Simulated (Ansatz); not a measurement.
Ba-Na mixtures: a scan of ordered alloys across composition, run with the Ansatz DFT code, driven from Python.

`ba_alloy.py`:
```python
# -*- coding: utf-8 -*-
"""Ordered Ba-Na cells across composition, after relaxing cells and atoms."""

from collections import Counter

import ansatz
import numpy as np

MAX_SCF = 200
VDW = "d3bj"
CUTOFF_EV = 550
K_SPACING = 0.3
SMEARING = "cold"
WIDTH_EV = 0.1


def bcc(a_site, a):
    return (
        ansatz.Lattice.bcc(a)
        .space_group(229)
        .atom(a_site, [0, 0, 0])
        .primitive()
    )

A_FIRST, A_LAST = 5.01, 4.28


def solve(name, crystal):
    calc = (
        crystal.calculation()
        .scf(max_iterations=MAX_SCF)
        .functional(ansatz.Functional.R2SCAN, dispersion=VDW)
        .basis(CUTOFF_EV)
        .kpoints(spacing=K_SPACING)
        .occupations(SMEARING, width=WIDTH_EV)
        .band_table()
    )
    calc = calc.relax(force_tolerance=0.01, max_steps=40, cell=True)
    return calc.run(threads=1)


def volume_per_atom(outcome):
    return abs(np.linalg.det(outcome.lattice.cell_ang)) / len(outcome.lattice.sites)


def counts(outcome):
    return Counter(site.symbol for site in outcome.lattice.sites)

# swap the mixed sites of the conventional cell one by one
phases = {}
for k in range(2 + 1):
    a = A_FIRST + (A_LAST - A_FIRST) * k / 2
    cell = bcc("Ba", a).conventional().resolved()
    sites = [site.position for site in cell.sites if site.symbol == "Ba"]
    for position in sites[:k]:
        cell = cell.substitution("Na", at=position, replaces="Ba")
    phases[f"Ba{2 - k}Na{k}"] = cell.resolved()

done = {}
for name, crystal in phases.items():
    done[name] = solve(name, crystal)
    print(f"{name}: {done[name].report['energy_sigma0_ev']:.4f} eV, {len(done[name].lattice.sites)} atoms")

# x is the share of the second element on the mixed sites; both end members stand on this same lattice
x = {name: counts(o)["Na"] / (counts(o)["Ba"] + counts(o)["Na"]) for name, o in done.items()}
first, last = min(x, key=x.get), max(x, key=x.get)
energy = {name: o.report["energy_sigma0_ev"] / len(o.lattice.sites) for name, o in done.items()}
volume = {name: volume_per_atom(o) for name, o in done.items()}
rows = []
for name in sorted(done, key=x.get):
    line = lambda table: (1 - x[name]) * table[first] + x[name] * table[last]
    rows.append((name, x[name], 1000 * (energy[name] - line(energy)), volume[name], 100 * (volume[name] / line(volume) - 1)))
print("| cell | x(Na) | E_mix (meV/atom) | V (A^3/atom) | excess V (%) |")
print("| --- | --- | --- | --- | --- |")
for row in rows:
    print(f"| {row[0]} | {row[1]:.3f} | {row[2]:+.1f} | {row[3]:.3f} | {row[4]:+.2f} |")
```

Do these ordered cells favour mixing or separation, and does the volume follow a straight line between the end members?

Mixing energies: +11 meV an atom at x(Na) = 0.50 (volume +5.1 % off the straight line). Values this small can change sign on a finer mesh.

The output:

```console
$ python ba_alloy.py
DeckWarning: the engine holds no damping parameters fitted to this dispersion correction and functional, so the run takes those fitted to r2scan beside the three-body term, which d3bj leaves out (hamiltonian.dispersion, under Limitations)
Ba2Na0: -11929.1168 eV, 2 atoms
Ba1Na1: -7453.2062 eV, 2 atoms
Ba0Na2: -2977.3398 eV, 2 atoms
| cell | x(Na) | E_mix (meV/atom) | V (A^3/atom) | excess V (%) |
| --- | --- | --- | --- | --- |
| Ba2Na0 | 0.000 | +0.0 | 63.719 | +0.00 |
| Ba1Na1 | 0.500 | +11.1 | 52.539 | +5.07 |
| Ba0Na2 | 1.000 | +0.0 | 36.287 | +0.00 |
```
(Warnings from the package without file and line.)

Notes:
- These settings explore the input space; cutoff and mesh may be short of convergence.
- The dispersion term runs with damping parameters of another functional.
- Dispersion corrections can be off by several per cent in the lattices of metals, and by several GPa in the pressure at a fixed cell.
- For the metals among these phases the mesh is modest: differences between phases can be off by up to 40 meV an atom.
- These are small ordered cells, with both end members on the same lattice, which need not be their own; they aren't random solutions. Differences under about 40 meV an atom lie within the error of mesh and functional.
- The cells are prototypes set up for this calculation and needn't exist.
- Run time: 50 s on 1 thread of Arm Neoverse V1, on a shared host, peak memory 0.7 GiB.

(A comment or docstring line of the script was reworded after the run, the code is as it ran; lines on the test bed's own set-up are left out of the output.)
